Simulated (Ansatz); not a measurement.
# AlO2 (Cmcm) in Ansatz: band structure with PBE

Aim: the band structure of AlO2 with PBE.

All numbers are computed with Ansatz 0.2.0; they aren't measurements. Logs are shortened: lines on timing, memory, paths and dates and some standing lists are left out, and cuts for length are marked.

## 1. The crystal as given

It takes space group Cmcm (No. 63, orthorhombic). Conventional cell: a = 2.976 Å, b = 10.806 Å, c = 3.647 Å, α = 90.00°, β = 90.00°, γ = 90.00°. Al (site symmetry m2m) has 6 O at 1.87 to 2.02 Å as nearest neighbours. Around O (site symmetry m2m) lie 2 Al at 1.88 Å. O (site symmetry m2m) has 4 Al at 1.87 to 2.02 Å as nearest neighbours.

The cell comes from a database or a generator and needn't be the stable form of this composition.

## 2. Band structure, PBE

input.yaml reads:

```yaml
crystal:
  lattice:
    - [1.488162, -5.402833, 0.0]
    - [1.488162, 5.402833, 0.0]
    - [0.0, 0.0, 3.646612]
  atoms:
    - { symbol: Al, position: [0.668133, 0.331867, 0.75] }
    - { symbol: Al, position: [0.331867, 0.668133, 0.25] }
    - { symbol: O, position: [0.061072, 0.938928, 0.75] }
    - { symbol: O, position: [0.938928, 0.061072, 0.25] }
    - { symbol: O, position: [0.294184, 0.705816, 0.75] }
    - { symbol: O, position: [0.705816, 0.294184, 0.25] }
hamiltonian:
  xc: pbe
  pseudopotentials: { kind: paw }
kpoints:
  mp_grid: { grid: [9, 9, 7] }
  band_path:
    path:
      - [[0.0, 0.0, 0.0], [0.2689669431, 0.2689669431, 0.0], [0.0, 0.5, 0.0], [0.0, 0.5, 0.5], [0.2689669431, 0.2689669431, 0.5], [0.0, 0.0, 0.5], [0.0, 0.0, 0.0], [-0.5, 0.5, 0.0], [-0.2689669431, 0.7310330569, 0.0], [-0.2689669431, 0.7310330569, 0.5], [-0.5, 0.5, 0.5], [-0.5, 0.5, 0.0]]
      - [[0.0, 0.0, 0.5], [-0.5, 0.5, 0.5]]
    npoints: 14
scf:
  occupations: { method: fermi_dirac, width: 0.05 }
  n_extra_bands: 15
output:
  forces: true
  stress: true
  eigenvalues: true
  fatbands: false
```

Potentials or basis: Ansatz PAW.

Started as:

```sh
> ansatz run input.yaml --threads 2 --pin off --max-ram 5632MiB --backend cpu --events-out ev --progress --plain --runs-dir out
```

Log:

```text
Warning: RAYON_NUM_THREADS=2 ignored (pool sized by the plan → 2); use --threads N
scf.n_extra_bands = 15 over 15 filled bands (N_el = 30.0): the run solves 30 bands
Engine: ansatz 0.2.0, aarch64-unknown-linux-gnu
Pseudopotentials: kind: paw
Pseudopotential: Al, paw, valence charge 3, recommended cutoff 420 eV (normal), Al.paw.azcp
Pseudopotential: O, paw, valence charge 6, recommended cutoff 420 eV (normal), O.paw.azcp
Functional definition: PBE
  parameter kappa = 0.804
  parameter beta = 0.06672455060314922
  exchange = pbe_x(kappa = kappa, mu = beta*pi^2/3)
  correlation = pbe_c(beta = beta)
Crystal: 6 atoms, lattice volume = 58.640 Å³
Basis set: ecut = 420 eV, 1139 PW (Γ), exchange–correlation on 80×80×50 points (8 copies of the dense FFT grid, shifted against one another)
Bands: 30, of which v1, the nominal top of the filled ones, is band 15 counted from 1 (14 counted from 0)
Symmetry: 8 space group operations
Space group: Cmcm (ITA 63), of the structure as read, at distance tolerance 3.9e-5 Å
k-points: 100 of 567
Non-local potential: Al, projectors of the file, l = 0: 2, l = 1: 2, l = 2: 1
Non-local potential: O, projectors of the file, l = 0: 2, l = 1: 2, l = 2: 1
PAW form: soft (Blöchl's): semilocal exchange-correlation on the pseudo side does not see the compensation charge
PAW one-centre angular grid: Al, 110 points (default); XC on 64 Gauss nodes
PAW one-centre angular grid: O, 110 points (default); XC on 64 Gauss nodes
Initial density: superposition of atomic densities (neutral atoms: chi_scale 0, normalization atom), corrected by the library's trained network
Initial wavefunctions: pseudopotential atomic-orbital guess
Functional: x = pbe(κ = 0.804, μ = 0.2195149727645171), c = pbe(β = 0.06672455060314922)
SCF iter   1: F=—  HF=-3346.969595 eV  |F-HF|=—  |Δ(HF+E_count)|=         —  Δρ=9.87e-3  dr2=1.94e-2  ethr=1.77e-3  ⟨swp⟩=5.7  Hψ=15339  notcnv=0  defer=167
preconditioner: auto → Kerker (q_TF=auto, 2.440 Å⁻¹)  [metal: Δε(μ)=0.006 eV  Ē_g=19.857 eV  σ=0.050 eV  W_gap=0.03  n_scr=14 (ndim 8)  ℏωp=26.6 eV  f_vac=0.003  D(μ)=4.71/eV (n_scr^D=50)]
SCF iter   2: F=—  HF=-3346.966120 eV  |F-HF|=—  |Δ(HF+E_count)|=   3.47e-3  Δρ=3.12e-3  dr2=2.95e-3  ethr=6.46e-5  ⟨swp⟩=1.0  Hψ=3801  notcnv=0  defer=479
SCF iter   3: F=—  HF=-3346.965841 eV  |F-HF|=—  |Δ(HF+E_count)|=   2.79e-4  Δρ=6.79e-4  dr2=3.13e-4  ethr=9.82e-6  ⟨swp⟩=2.7  Hψ=3382  notcnv=0  defer=479
SCF iter   4: F=—  HF=-3346.965847 eV  |F-HF|=—  |Δ(HF+E_count)|=   5.50e-6  Δρ=1.78e-4  dr2=4.00e-5  ethr=1.04e-6  ⟨swp⟩=2.3  Hψ=3340  notcnv=0  defer=479
SCF iter   5: F=—  HF=-3346.965858 eV  |F-HF|=—  |Δ(HF+E_count)|=   1.15e-5  Δρ=6.84e-5  dr2=8.47e-6  ethr=1.33e-7  ⟨swp⟩=2.0  Hψ=3248  notcnv=0  defer=479
SCF iter   6: F=—  HF=-3346.965858 eV  |F-HF|=—  |Δ(HF+E_count)|=   6.32e-7  Δρ=2.87e-5  dr2=7.37e-7  ethr=2.82e-8  ⟨swp⟩=2.0  Hψ=3367  notcnv=0  defer=479
SCF iter   7: F=-3346.965858 eV  HF=-3346.965858 eV  |F-HF|=5.54e-9  |Δ(HF+E_count)|=   1.05e-8  Δρ=7.83e-6  dr2=5.11e-8  ethr=3.33e-10  ⟨swp⟩=9.3  Hψ=16466  notcnv=0
SCF 1 converged in 7 iterations: F = -3346.965858 eV  dr2 = 5.11e-8
NSCF: frozen V_eff on 170 k-points
SCF converged after 7 iterations
Free energy (F): -3346.965858 eV
Harris-Foulkes:  -3346.965858 eV  (|F-HF|=5.54e-9)
Internal energy: -3346.926534 eV  (E = F + TS)
E sigma→0 (E₀):  -3346.946196 eV
Entropy (-TS):   -0.039324 eV (-6.554 meV/atom)
Fermi energy:    5.620140 eV
--- Per-component energies (eV) ---
  E_band       = -35.534619
  E_kinetic    = 753.666297
  E_local      = -1431.883527  (includes V_loc(G=0)·N_el)
  E_nonlocal   = 210.813413
  E_hartree    = 508.685517
  E_xc         = -375.963260
  E_vxc        = -436.380838  (∫ρ·V_xc dr)
  E_paw        = -1566.166072  (= ΣΔE_a)
  E_vpaw       = -149.131469  (= ΣTr[D̂ρ^β])
  E_aug_tail   = 0.009648  (compensation charges beyond the density's cutoff)
  E_ewald      = -1446.088549
  E_smearing   = -0.039324  (= −TS)
  E_closure    = 0.000000  (closes the sum)
  Σ components = -3346.965858   (vs F -3346.965858, Δ=0.00e0)
--- Forces (eV/Å), atoms counted from 1 ---
  atom   1  Al     0.00000000     0.19919825     0.00000000
  atom   2  Al     0.00000000    -0.19919825     0.00000000
  atom   3  O      0.00000000     0.69776273     0.00000000
  atom   4  O      0.00000000    -0.69776273     0.00000000
  atom   5  O      0.00000000    -0.07828030     0.00000000
  atom   6  O      0.00000000     0.07828030     0.00000000
  max |Σ_I F_I| component: 2.22e-16 eV/Å
--- Stress (GPa, compression-positive) ---
       -1.886393       0.000000       0.000000
        0.000000      -1.817874       0.000000
        0.000000       0.000000       0.234967
  P = ⅓ Tr σ = -1.1564 GPa (-11.564 kbar)
--- Band table (eV; the first three rows and the last of 100) ---
  k-point 0: bands = ["-13.8188", "-11.7476", "-11.0946", "-10.8120", "-0.4237", "1.1558", "1.7906", "2.3673", "2.9866", "3.1445", "3.3181", "3.8091", "4.2857", "5.1413", "5.6757", "5.7077", "11.5594", "14.0983", "15.5656", "16.4722", "18.5411", "19.1842", "20.4248", "21.2171", "21.3175", "21.3605", "21.6522", "22.3428", "22.8504", "23.6608"]
  k-point 1: bands = ["-13.6944", "-11.6981", "-11.1048", "-10.9941", "-0.3996", "0.9729", "1.3049", "2.4768", "3.1988", "3.4388", "3.5610", "3.8977", "4.2339", "4.9730", "5.4458", "5.6446", "11.9882", "14.4007", "15.4211", "16.2543", "18.3707", "19.2174", "19.8227", "20.6972", "21.4729", "22.0817", "22.5030", "22.7239", "22.7778", "23.5571"]
  k-point 2: bands = ["-13.3355", "-11.5661", "-11.4814", "-11.1458", "-0.4417", "0.5107", "1.0530", "2.7917", "3.3465", "3.3473", "4.0884", "4.1484", "4.2051", "4.5288", "5.3169", "5.4795", "12.9626", "15.0282", "15.1458", "15.6562", "18.2529", "19.3939", "19.6460", "20.3948", "21.4430", "21.7534", "21.8089", "23.3996", "23.9634", "24.9627"]
  k-point 99: bands = ["-12.6575", "-12.1051", "-11.5978", "-11.2651", "-0.1580", "0.4925", "1.9411", "2.3317", "3.0987", "3.1262", "3.6402", "3.7135", "3.8603", "4.0529", "5.7504", "6.1240", "14.1926", "14.9193", "15.1406", "15.7365", "18.8095", "19.2689", "20.0574", "20.3272", "20.4041", "20.7516", "21.3928", "22.2553", "24.4556", "25.2800"]
```

Run time: 7.4 s. Hardware: 2 threads of Arm Neoverse V2, shared host; peak memory 0.41 GiB.

Results:

- Free energy: -3346.9659 eV
- Pressure: -1.2 GPa
- Largest force: 0.698 eV/Å
- Band gap on the k mesh: none (metal or under the smearing width)

Forces on the atoms (eV/Å):
```
Al   0.000  0.199  0.000
Al   0.000 -0.199  0.000
O    0.000  0.698  0.000
O    0.000 -0.698  0.000
O    0.000 -0.078  0.000
O    0.000  0.078  0.000
```

Stress tensor (GPa, compression positive):
```
-1.89  0.00  0.00
 0.00 -1.82  0.00
 0.00  0.00  0.23
```

Levels at the corners of the path, in eV from the Fermi level:
| point | band 11 | band 12 | band 13 | band 14 | band 15 | band 16 | band 17 | band 18 | band 19 | band 20 |
| --- | --- | --- | --- | --- | --- | --- | --- | --- | --- | --- |
| Γ | -2.30 | -1.81 | -1.33 | -0.48 | 0.06 | 0.09 | 5.94 | 8.48 | 9.95 | 10.85 |
| X | -2.66 | -2.60 | -1.64 | -1.01 | -0.68 | -0.01 | 9.81 | 10.01 | 11.45 | 11.50 |
| S | -2.56 | -2.46 | -1.79 | -1.08 | -0.54 | -0.04 | 9.91 | 10.04 | 11.53 | 11.56 |
| R | -2.34 | -2.34 | -1.28 | -1.28 | 0.18 | 0.18 | 10.28 | 10.28 | 11.75 | 11.75 |
| A | -2.34 | -2.34 | -1.36 | -1.36 | 0.22 | 0.22 | 10.33 | 10.33 | 11.75 | 11.75 |
| Z | -1.78 | -1.78 | -1.04 | -1.04 | -0.20 | -0.20 | 8.73 | 8.73 | 9.69 | 9.69 |
| Γ | -2.30 | -1.81 | -1.33 | -0.48 | 0.06 | 0.09 | 5.94 | 8.48 | 9.95 | 10.85 |
| Y | -1.67 | -1.56 | -1.52 | -1.48 | -0.48 | 0.00 | 7.42 | 7.61 | 8.94 | 12.22 |
| X1 | -2.66 | -2.60 | -1.64 | -1.01 | -0.68 | -0.01 | 9.81 | 10.01 | 11.45 | 11.50 |
| A1 | -2.34 | -2.34 | -1.36 | -1.36 | 0.22 | 0.22 | 10.33 | 10.33 | 11.75 | 11.75 |
| T | -2.21 | -2.21 | -1.68 | -1.68 | 0.36 | 0.36 | 8.93 | 8.93 | 9.91 | 9.91 |
| Y | -1.67 | -1.56 | -1.52 | -1.48 | -0.48 | 0.00 | 7.42 | 7.61 | 8.94 | 12.22 |
| Z | -1.78 | -1.78 | -1.04 | -1.04 | -0.20 | -0.20 | 8.73 | 8.73 | 9.69 | 9.69 |
| T | -2.21 | -2.21 | -1.68 | -1.68 | 0.36 | 0.36 | 8.93 | 8.93 | 9.91 | 9.91 |

Caveat: the pressure holds a Pulay correction of +0.9 GPa for the finite cutoff.
